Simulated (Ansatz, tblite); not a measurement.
# Al9N9 wurtzite bond sphere (Al9N9H26): one state, many levels

One table from this session's results is given with a row withheld; the runs are named, their logs left out.

Program: Ansatz 0.2.0, Gaussian basis. Level of theory: as each input shows. These are calculated values, not measurements.

Levels to be run: GFN1-xTB, GFN2-xTB, PBE-D4/def2-TZVP, r2SCAN-D4/def2-TZVP, BLYP-D4/def2-TZVP, revPBE-D4/def2-TZVP, CAM-B3LYP-D4/def2-TZVP, PBE+5HF/def2-SVP, PBE+10HF/def2-SVP, PBE+15HF/def2-SVP, PBE+35HF/def2-SVP, PBE+50HF/def2-SVP, PBE-D4/def2-SVP, PBE0-D4/def2-SVP, HF/STO-3G, HF/6-31G, B3LYP-D4/6-31G, MP2/def2-SVP, RPA/def2-SVP.

**The geometry**

The geometry is that of the singlet, from an earlier relaxation (PBE-D4/def2-SVP).

44 atoms, charge 0, spin multiplicity 1.

Bond lengths: N1–Al2 1.945 Å, N1–Al10 1.972 Å, N1–H19 1.032 Å, N1–H20 1.042 Å, Al2–N3 2.001 Å, Al2–N5 1.894 Å, Al2–H21 1.596 Å, N3–Al7 1.933 Å, N3–H22 1.032 Å, N3–H23 1.044 Å, Al4–N5 1.965 Å, Al4–N12 1.929 Å, Al4–H24 1.623 Å, Al4–H25 1.623 Å, N5–Al6 1.893 Å, N5–Al14 1.876 Å, Al6–N8 2.001 Å, Al6–N9 1.945 Å and more. Angles: Al2–N1–Al10 116.7°, Al2–N1–H19 110.8°, Al2–N1–H20 108.8°, Al10–N1–H19 110.4°, Al10–N1–H20 104.6°, H19–N1–H20 104.6°, N1–Al2–N3 100.2°, N1–Al2–N5 108.5°, N1–Al2–H21 116.5°, N3–Al2–N5 101.5°, N3–Al2–H21 105.5°, N5–Al2–H21 121.2°, Al2–N3–Al7 115.9°, Al2–N3–H22 110.8°, Al2–N3–H23 106.2°, Al7–N3–H22 112.7°, Al7–N3–H23 104.5°, H22–N3–H23 105.8° and more.

PBE0-D4/def2-TZVP was run before; its log isn't repeated, and its numbers join the tables.

Set-up of the first run:

Tight binding, by tblite at 300 K electronic temperature and without a spin-polarisation term:

```python
tblite.interface.Calculator('GFN1-xTB', numbers, positions, charge=0, uhf=0).singlepoint()
```

Tight binding, by tblite at 300 K electronic temperature and without a spin-polarisation term:

```python
tblite.interface.Calculator('GFN2-xTB', numbers, positions, charge=0, uhf=0).singlepoint()
```

start.molden holds the orbitals of an earlier run on this state, given as this run's starting guess.

File in.yaml:

```yaml
crystal:
  periodic: [false, false, false]
  atoms:
    - {symbol: N, position_ang: [0.856731, -3.101325, -0.334638]}
    - {symbol: Al, position_ang: [-0.847914, -2.291203, 0.135039]}
    - {symbol: N, position_ang: [-0.672644, -2.228431, 2.127348]}
    - {symbol: Al, position_ang: [-0.850807, -0.492824, -2.270839]}
    - {symbol: N, position_ang: [-0.781978, -0.451247, -0.307264]}
    - {symbol: Al, position_ang: [-2.408640, 0.411895, 0.133371]}
    - {symbol: Al, position_ang: [-0.835341, -0.479967, 2.936077]}
    - {symbol: N, position_ang: [-2.267831, 0.534422, 2.125494]}
    - {symbol: N, position_ang: [-2.256756, 2.292643, -0.338207]}
    - {symbol: Al, position_ang: [2.472939, -2.269045, 0.430747]}
    - {symbol: Al, position_ang: [2.381981, -0.536284, -2.279840]}
    - {symbol: N, position_ang: [0.761577, 0.437612, -2.776682]}
    - {symbol: N, position_ang: [2.310647, -0.485733, -0.297301]}
    - {symbol: Al, position_ang: [0.766647, 0.442853, 0.258344]}
    - {symbol: N, position_ang: [0.730921, 0.423191, 2.234159]}
    - {symbol: Al, position_ang: [0.728413, 2.328262, -2.281219]}
    - {symbol: N, position_ang: [0.735052, 2.243920, -0.298455]}
    - {symbol: Al, position_ang: [-0.728611, 3.276253, 0.428565]}
    - {symbol: H, position_ang: [0.846808, -4.114780, -0.140499]}
    - {symbol: H, position_ang: [0.989336, -3.032019, -1.365641]}
    - {symbol: H, position_ang: [-2.152794, -3.164192, -0.151360]}
    - {symbol: H, position_ang: [-1.284485, -2.930845, 2.570555]}
    - {symbol: H, position_ang: [0.304324, -2.525770, 2.343007]}
    - {symbol: H, position_ang: [-0.825139, -2.078229, -2.616527]}
    - {symbol: H, position_ang: [-2.210875, 0.320716, -2.620233]}
    - {symbol: H, position_ang: [-3.817555, -0.280884, -0.153920]}
    - {symbol: H, position_ang: [-0.938263, -0.537816, 4.528633]}
    - {symbol: H, position_ang: [-3.181943, 0.356258, 2.569135]}
    - {symbol: H, position_ang: [-2.036725, 1.529613, 2.339307]}
    - {symbol: H, position_ang: [-2.128387, 2.371821, -1.369040]}
    - {symbol: H, position_ang: [-3.139539, 2.791364, -0.146343]}
    - {symbol: H, position_ang: [3.818062, -3.037483, 0.032617]}
    - {symbol: H, position_ang: [2.135414, -2.205692, 2.043000]}
    - {symbol: H, position_ang: [2.172326, -2.102169, -2.669090]}
    - {symbol: H, position_ang: [3.719036, 0.211581, -2.760878]}
    - {symbol: H, position_ang: [0.778874, 0.447180, -3.813689]}
    - {symbol: H, position_ang: [3.158423, 0.040005, -0.024966]}
    - {symbol: H, position_ang: [1.584017, -0.043589, 2.585597]}
    - {symbol: H, position_ang: [0.753012, 1.395873, 2.584235]}
    - {symbol: H, position_ang: [-0.731943, 2.929725, -2.672128]}
    - {symbol: H, position_ang: [2.045184, 3.111227, -2.761816]}
    - {symbol: H, position_ang: [1.614338, 2.715197, -0.026305]}
    - {symbol: H, position_ang: [-0.844109, 2.952487, 2.040891]}
    - {symbol: H, position_ang: [-0.721775, 4.825441, 0.030788]}
basis:
  gaussian: {orbitals: def2-TZVP, fitting: {mean_field: def2-universal-jkfit}, initial_orbitals: start.molden}
hamiltonian: {xc: pbe, dispersion: d4}
scf: {omitted_lower_state_checks: [starts]}
output: {orbitals: {seedname: orbitals}}
```

The run is started by

```sh
$ ansatz run in.yaml --threads 2 --pin off --events-out ev --progress --plain --max-ram 32768MiB --backend cuda --devices 0, --max-vram 18GiB
```

Steps of the session up to this table: PBE-D4/def2-TZVP; r2SCAN-D4/def2-TZVP; BLYP-D4/def2-TZVP; revPBE-D4/def2-TZVP; CAM-B3LYP-D4/def2-TZVP; PBE+5HF/def2-SVP; PBE+10HF/def2-SVP; PBE+15HF/def2-SVP; PBE+35HF/def2-SVP; PBE+50HF/def2-SVP; PBE-D4/def2-SVP; PBE0-D4/def2-SVP; HF/STO-3G; HF/6-31G; B3LYP-D4/6-31G; MP2/def2-SVP; RPA/def2-SVP.

One of the session's tables, all rows but one given; the rest of the session is left out.

```
                 level  binding an atom (eV)
             HF/STO-3G                 3.555
              HF/6-31G                     ?
           HF/def2-SVP                 2.557
       PBE-D4/def2-SVP                 3.599
      PBE-D4/def2-TZVP                 3.570
   revPBE-D4/def2-TZVP                 3.504
     BLYP-D4/def2-TZVP                 3.553
   r2SCAN-D4/def2-TZVP                 3.556
        B3LYP-D4/6-31G                 3.389
      PBE0-D4/def2-SVP                 3.554
     PBE0-D4/def2-TZVP                 3.528
CAM-B3LYP-D4/def2-TZVP                 3.586
          MP2/def2-SVP                 3.377
```

**Question.** Estimate the row for HF/6-31G.

The run gave: binding an atom (eV): 2.302. In the column «binding an atom (eV)» it is the lowest.

To keep in mind: Free atoms were run apart at each level; binding is atoms less cluster, divided by the number of atoms, without zero-point or spin-orbit terms.
